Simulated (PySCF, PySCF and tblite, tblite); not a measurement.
# ClGeH₄P₂−: a path driven as pyramidal inversion, and NMR exchange

How fast is pyramidal inversion in ClGeH₄P₂− (`[PH2][Ge-]([PH2])[Cl]`), and when do the exchanging lines merge?

Computed with tblite 0.8.0 (tight binding) and PySCF 2.14.0 (DFT, with response routines of our own); each step states its level. Atoms count from 0 throughout.

## (1) The starting structure

8 atoms, charge -1, multiplicity 1; geometry from: force field or distance geometry start.

Bonds of the start (Å): Ge1–Cl3 2.17, Ge1–P2 2.31, P0–Ge1 2.28, P0–H4 1.46, P0–H5 1.45, P2–H6 1.45, P2–H7 1.45.

## (2) GFN2-xTB relaxation, start minimum

What the job is given:

```
{"job": {"xc": "GFN2-xTB", "basis": "xTB", "kind": "relax"}, "charge": -1, "multiplicity": 1}
P     -2.077300    -0.215100     0.196300
Ge    -0.186100     0.655900    -0.732000
P      1.648800    -0.281700     0.301000
Cl    -0.151000     2.804400    -0.443100
H     -1.634100    -0.007200     1.569300
H     -1.614400    -1.583600     0.128200
H      1.449400    -1.569500    -0.336800
H      2.573800     0.206100    -0.707500
```

Launch:

```sh
$ OMP_NUM_THREADS=1 python ens_run.py task.json out
```

One launch serves the whole session.

Output:

```text
step      E/eV     max force
  0    -376.75222    3.711
  1    -377.13903    2.706
  2    -377.50759    1.052
  3    -377.54579    0.619
  4    -377.57733    0.420
  5    -377.58711    0.414
  6    -377.60735    0.477
  7    -377.62297    0.453
  8    -377.63397    0.243
  9    -377.63827    0.219
 10    -377.64220    0.238
 11    -377.64799    0.192
 12    -377.65313    0.202
 13    -377.65546    0.123
 14    -377.65636    0.128
 15    -377.65708    0.124
 16    -377.65807    0.113
 17    -377.65972    0.120
 18    -377.66172    0.146
 19    -377.66355    0.157
 20    -377.66504    0.126
 21    -377.66629    0.111
 22    -377.66718    0.096
 23    -377.66761    0.050
 24    -377.66779    0.049
 25    -377.66797    0.040
 26    -377.66826    0.067
 27    -377.66863    0.075
 28    -377.66892    0.047
 29    -377.66905    0.025
 30    -377.66910    0.026
 31    -377.66916    0.026
 32    -377.66927    0.039
 33    -377.66947    0.053
 34    -377.66975    0.057
 35    -377.67002    0.058
 36    -377.67020    0.047
 37    -377.67031    0.029
 38    -377.67037    0.023
 39    -377.67041    0.016
 40    -377.67043    0.013
 41    -377.67046    0.017
 42    -377.67051    0.030
 43    -377.67061    0.044
 44    -377.67077    0.051
 45    -377.67096    0.048
 46    -377.67112    0.032
 47    -377.67125    0.030
 48    -377.67141    0.051
 49    -377.67168    0.057
 50    -377.67196    0.034
 51    -377.67209    0.030
 52    -377.67217    0.029
 53    -377.67231    0.037
 54    -377.67248    0.058
 55    -377.67277    0.066
 56    -377.67305    0.055
 57    -377.67323    0.037
 58    -377.67339    0.040
 59    -377.67357    0.029
 60    -377.67365    0.059
 61    -377.67391    0.029
 62    -377.67415    0.033
 63    -377.66385    0.518
 64    -377.67444    0.083
 65    -377.67464    0.080
 66    -377.66469    0.398
 67    -377.67489    0.032
 68    -377.67560    0.053
 69    -377.67618    0.225
 70    -377.67740    0.029
 71    -377.67776    0.034
 72    -377.67806    0.064
 73    -377.67819    0.040
 74    -377.67851    0.038
 75    -377.67910    0.079
 76    -377.67913    0.283
 77    -377.68007    0.086
 78    -377.68091    0.075
 79    -377.68131    0.262
 80    -377.68224    0.079
 81    -377.68279    0.069
 82    -377.68283    0.250
 83    -377.68404    0.053
 84    -377.68457    0.052
 85    -377.67457    0.574
 86    -377.68529    0.032
 87    -377.68583    0.035
 88    -377.68008    0.504
 89    -377.68679    0.028
 90    -377.68750    0.038
 91    -377.68023    0.555
 92    -377.68837    0.042
 93    -377.68906    0.052
 94    -377.68108    0.594
 95    -377.69001    0.057
 96    -377.69074    0.069
 97    -377.68242    0.634
 98    -377.69189    0.075
 99    -377.69273    0.086
100    -377.68434    0.667
101    -377.69421    0.086
102    -377.69523    0.096
103    -377.68739    0.694
104    -377.69720    0.094
105    -377.69844    0.111
106    -377.69047    0.713
107    -377.70085    0.102
108    -377.70225    0.114
109    -377.69429    0.722
110    -377.70474    0.090
111    -377.70607    0.106
112    -377.70168    0.581
113    -377.70827    0.098
114    -377.70929    0.105
115    -377.70836    0.418
116    -377.71111    0.099
117    -377.71180    0.105
118    -377.71277    0.259
119    -377.71402    0.096
120    -377.71494    0.054
121    -377.71669    0.231
122    -377.71845    0.044
123    -377.71996    0.048
124    -377.70903    0.565
125    -377.72116    0.081
126    -377.72179    0.067
127    -377.71874    0.329
128    -377.72265    0.049
129    -377.72300    0.037
130    -377.72331    0.072
131    -377.72346    0.042
132    -377.72366    0.019
133    -377.72382    0.013
134    -377.72390    0.017
135    -377.72397    0.028
136    -377.72405    0.044
137    -377.72419    0.052
138    -377.72431    0.036
139    -377.72438    0.017
140    -377.72442    0.012
141    -377.72444    0.009
142    -377.72445    0.007
143    -377.72445    0.007
144    -377.72446    0.007
145    -377.72447    0.009
146    -377.72448    0.010
147    -377.72449    0.009
148    -377.72450    0.006
149    -377.72450    0.006
150    -377.72451    0.009
151    -377.72451    0.009
152    -377.72452    0.008
153    -377.72453    0.010
154    -377.72455    0.014
155    -377.72459    0.017
156    -377.72462    0.016
157    -377.72465    0.014
158    -377.72468    0.011
159    -377.72472    0.014
160    -377.72476    0.020
161    -377.72480    0.022
162    -377.72483    0.020
163    -377.72489    0.016
164    -377.72494    0.018
165    -377.72498    0.018
166    -377.72500    0.012
167    -377.72501    0.006
168    -377.72502    0.004
169    -377.72502    0.005
170    -377.72502    0.005
171    -377.72503    0.007
172    -377.72503    0.003
173    -377.72503    0.003
```

It took 0.73 s on 1 thread of Arm Neoverse V2, shared host.

Gain 0.973 eV; displacement 1.01 Å root mean square.

## (3) Relaxed scan, inversion

What the job is given:

```
{"job": {"xc": "GFN2-xTB", "basis": "xTB", "coordinate": [["t", [3, 0, 2, 1], 0.3333333333333333], ["t", [0, 2, 3, 1], 0.3333333333333333], ["t", [2, 3, 0, 1], 0.3333333333333333]], "kind": "drive"}, "charge": -1, "multiplicity": 1}
P     -1.644315    -0.185220     0.953270
Ge    -0.165199     0.268023    -0.914620
P      1.863185     0.128577     0.407734
Cl    -0.365940     2.516051    -0.920105
H     -1.461141    -1.544990     0.782894
H     -2.750881    -0.208900     0.123836
H      1.880147    -1.246024     0.259398
H      2.653202     0.281894    -0.716973
```

Output:

```text
point  coordinate     E/eV
  0    -40.500     -377.59001
  1    -29.400     -377.23437
  2    -16.600     -376.79527
  3     -0.500     -376.51411
  4     15.400     -376.66904
  5     29.500     -377.14554
  6     40.600     -377.50803
  7     49.400     -377.64064
```

Wall time 1.1 s (1 thread of Arm Neoverse V2, shared host).

The highest point is number 3, 24.8 kcal/mol above the first.

## (4) Nudged elastic band, leg 1

What the job is given:

```
{"job": {"xc": "GFN2-xTB", "basis": "xTB", "kind": "neb"}, "charge": -1, "multiplicity": 1}
P     -1.644315    -0.185220     0.953270
Ge    -0.165199     0.268023    -0.914620
P      1.863185     0.128577     0.407734
Cl    -0.365940     2.516051    -0.920105
H     -1.461141    -1.544990     0.782894
H     -2.750881    -0.208900     0.123836
H      1.880147    -1.246024     0.259398
H      2.653202     0.281894    -0.716973
```

Output:

```text
image   E - E0 / eV
  0       0.0000
  1       0.4155
  2       1.2183
  3       0.5068
  4       0.1505
  5       0.0928
  6       0.0793
```

Run time: 2.7 s. Hardware: 1 thread of Arm Neoverse V2, shared host.

The highest point is number 2, 28.1 kcal/mol above the first.

## (5) Saddle search, leg 1

What the job is given:

```
{"job": {"xc": "GFN2-xTB", "basis": "xTB", "kind": "saddle"}, "charge": -1, "multiplicity": 1}
P     -1.718700    -0.513447     1.195941
Ge    -0.080682     0.874144    -0.092445
P      2.078623    -0.211576     0.613986
Cl    -0.598045     2.814911    -1.832022
H     -1.265225    -1.615302     0.491673
H     -2.627627    -0.210640     0.195816
H      1.627316    -1.377358     0.020885
H      2.584340     0.239268    -0.593834
```

Output:

```text
step      E/eV     max force
  0    -376.50677   0.0621
  1    -376.51260   0.0885
  2    -376.51739   0.1430
  3    -376.52537   0.1275
  4    -376.53680   0.0838
  5    -376.54956   0.0881
  6    -376.56500   0.0965
  7    -376.58013   0.1022
  8    -376.59455   0.1004
  9    -376.60848   0.0918
 10    -376.62314   0.0991
 11    -376.63813   0.0739
 12    -376.64579   0.1216
 13    -376.64592   0.2898
 14    -376.64784   0.0623
 15    -376.64851   0.0890
 16    -376.64940   0.0401
 17    -376.64979   0.1020
 18    -376.64978   0.0221
 19    -376.65021   0.0319
 20    -376.65056   0.0428
 21    -376.65092   0.0247
 22    -376.65107   0.0317
 23    -376.65114   0.0062
 24    -376.65112   0.0270
 25    -376.65110   0.0298
 26    -376.65116   0.0024
lowest wavenumbers (cm-1): -116.7 62.9 79.9 88.6 134.7 170.5
```

Wall time 2.1 s (1 thread of Arm Neoverse V2, shared host).

Point group C1; 1 imaginary mode, 117i cm⁻¹, carried by Ge1, Cl3, P2. Steps downhill from it reached both ends.

The saddle lies 3.3 kcal/mol below the top of the band, so the search moved to another arrangement of the atoms than the band's.

At the saddle the angle P2–Ge1–Cl3 (176°) is nearly straight.

## (6) DFT refinement, start: B3LYP-D3(BJ)/def2-SVP

What the job is given:

```
{"job": {"xc": "B3LYP", "basis": "def2-SVP", "kind": "refine"}, "charge": -1, "multiplicity": 1}
P     -1.644315    -0.185220     0.953270
Ge    -0.165199     0.268023    -0.914620
P      1.863185     0.128577     0.407734
Cl    -0.365940     2.516051    -0.920105
H     -1.461141    -1.544990     0.782894
H     -2.750881    -0.208900     0.123836
H      1.880147    -1.246024     0.259398
H      2.653202     0.281894    -0.716973
```

Output:

```text
step      E/eV     max force
  0    -87672.77270   1.6907
  1    -87672.98502   0.4168
  2    -87673.00582   0.1525
  3    -87673.00635   0.1595
  4    -87673.00752   0.0515
  5    -87673.00710   0.1565
  6    -87673.00788   0.0119
```

Run time: 37 s. Hardware: 1 thread of Arm Neoverse V2, shared host; peak memory 0.51 GiB.

Relaxing gained 0.235 eV and moved the atoms by 0.12 Å on average (rms).

**DFT refinement, saddle of leg 1: B3LYP-D3(BJ)/def2-SVP**

What the job is given:

```
{"job": {"xc": "B3LYP", "basis": "def2-SVP", "kind": "refine"}, "charge": -1, "multiplicity": 1}
P     -1.544521    -0.100751     0.964410
Ge     0.124168     1.002710    -0.339941
P      1.980358    -0.538373     0.720862
Cl    -1.599957     2.473734    -1.524995
H     -1.118811    -1.347925     0.539021
H     -2.493300    -0.018517    -0.035467
H      1.699925    -1.485248    -0.240820
H      2.952138     0.014370    -0.083071
```

Output:

```text
step      E/eV     max force
  0    -87671.33222   1.8430
  1    -87671.50146   0.8671
  2    -87671.57600   0.3931
  3    -87671.59000   0.1424
  4    -87671.59350   0.1560
  5    -87671.59043   0.3726
  6    -87671.59518   0.1030
  7    -87671.59532   0.1260
  8    -87671.59504   0.0790
  9    -87671.59556   0.0135
```

Run time: 53 s. Hardware: 1 thread of Arm Neoverse V2, shared host; peak memory 0.51 GiB.

Gain 0.263 eV; displacement 0.22 Å root mean square.

**DFT refinement, end: B3LYP-D3(BJ)/def2-SVP**

What the job is given:

```
{"job": {"xc": "B3LYP", "basis": "def2-SVP", "kind": "refine"}, "charge": -1, "multiplicity": 1}
P     -1.576135    -0.595372     1.081152
Ge    -0.029697     1.180014     0.421300
P      1.923558    -0.287441     0.522316
Cl    -0.386374     1.118335    -1.850222
H     -1.551083    -1.241962    -0.130301
H     -2.666623     0.155617     0.690692
H      1.642963    -0.952838    -0.645975
H      2.698090     0.633457    -0.154361
```

Output:

```text
step      E/eV     max force
  0    -87672.88134   1.5925
  1    -87673.04549   0.4139
  2    -87673.06020   0.1681
  3    -87673.05826   0.2509
  4    -87673.06202   0.0405
  5    -87673.06231   0.0765
  6    -87673.06249   0.0094
```

Wall time 37 s (1 thread of Arm Neoverse V2, shared host); peak memory 0.51 GiB.

Relaxing gained 0.181 eV and moved the atoms by 0.12 Å on average (rms).

## (7) Shieldings, start: BHandHLYP/pcSseg-1

What the job is given:

```
{"job": {"kind": "nmr", "xc": "BHandHLYP", "basis": "pcSseg-1", "pop": false}, "charge": -1, "multiplicity": 1}
P     -1.605903    -0.171790     0.914546
Ge    -0.188823     0.315735    -1.064550
P      1.830520     0.161419     0.370241
Cl    -0.392259     2.650521    -0.873372
H     -1.393807    -1.593715     0.826464
H     -2.826401    -0.269014     0.160056
H      1.824841    -1.278717     0.368653
H      2.760889     0.194973    -0.726602
```

Output:

```text
coarse grid: 36448 points
cycle   1  E = -3222.0564410730  dE = -1.016e+00  |g| = 7.124e-01  |ddm| = 2.676e+00
cycle   2  E = -3222.0648236233  dE = -8.383e-03  |g| = 6.309e-01  |ddm| = 1.226e+00
cycle   3  E = -3222.1215699224  dE = -5.675e-02  |g| = 6.685e-02  |ddm| = 6.601e-01
cycle   4  E = -3222.1225226728  dE = -9.528e-04  |g| = 1.929e-02  |ddm| = 1.507e-01
cycle   5  E = -3222.1226450376  dE = -1.224e-04  |g| = 4.360e-03  |ddm| = 3.873e-02
cycle   6  E = -3222.1226538811  dE = -8.843e-06  |g| = 1.067e-03  |ddm| = 1.233e-02
final grid: 70128 points
cycle   7  E = -3222.1226270736  dE = -5.065e-07  |g| = 8.400e-04  |ddm| = 4.238e-03
cycle   8  E = -3222.1226271534  dE = -7.987e-08  |g| = 7.723e-04  |ddm| = 2.405e-03
cycle   9  E = -3222.1226273312  dE = -1.778e-07  |g| = 1.245e-04  |ddm| = 1.197e-03
cycle  10  E = -3222.1226273345  dE = -3.306e-09  |g| = 3.517e-05  |ddm| = 1.924e-04
cycle  11  E = -3222.1226273358  dE = -1.243e-09  |g| = 7.111e-06  |ddm| = 2.146e-04
cycle  12  E = -3222.1226273358  dE = -1.774e-11  |g| = 1.311e-06  |ddm| = 1.831e-05
converged SCF energy = -3222.1226273358

GIAO shielding tensors (ppm)
atom      isotropic    diamagn.    paramagn.     s11        s22        s33       span
  0 P      510.400     964.835    -454.435    396.633    556.315    578.251    181.617
  1 Ge    1215.344    2752.628   -1537.284    913.482   1280.813   1451.739    538.258
  2 P      509.382     964.808    -455.426    398.856    549.992    579.297    180.440
  3 Cl    1023.583    1149.083    -125.500    955.519   1051.060   1064.171    108.652
  4 H       30.800      29.824       0.976     25.967     28.989     37.444     11.477
  5 H       30.089      29.758       0.331     25.661     27.967     36.641     10.980
  6 H       30.796      29.822       0.974     25.911     29.162     37.315     11.403
  7 H       30.088      29.775       0.313     25.672     27.884     36.708     11.036
```

It took 8.4 s on 1 thread of Arm Neoverse V2, shared host; peak memory 0.71 GiB.

This run: HOMO -2.04 eV, LUMO 5.01 eV.

(Part 1 of 3 ends here.)
